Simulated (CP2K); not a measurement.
Crystal: NbSi.

```
Nb Si
1.0
     3.15644    0.00000    0.00000
     0.00000    3.15644    0.00000
     0.00000    0.00000    3.15644
Nb Si
1 1
Cartesian
  0.0000 0.0000 0.0000
  1.5782 1.5782 1.5782
```

The cell was built by a generator and needn't be a form met in nature.

Base run:

* Program: CP2K 2026.2
* Functional: MS2
* Potentials or basis: POTENTIAL_UZH Nb GTH-PBE-q13, Si GTH-PBE-q4; TZVP-MOLOPT-PBE-GTH basis
* Density cutoff: 9184 eV
* k mesh: 8 × 8 × 8
* Occupations: fermi-dirac, width 0.05 eV
* Spin: no spin polarisation

Its results: band gap on the k mesh none (metal or under the smearing width); pressure 0.5 GPa.

Problem. The run is repeated on the same cell with these changes: functional from MS2 to OLYP. What comes out?

Solution. Band gap on the k mesh none (metal or under the smearing width); pressure -3.6 GPa.

Caveats: the potentials were made for another functional, which shifts forces and pressure; the basis of atomic orbitals isn't converged, which shifts pressures, moduli and gaps.
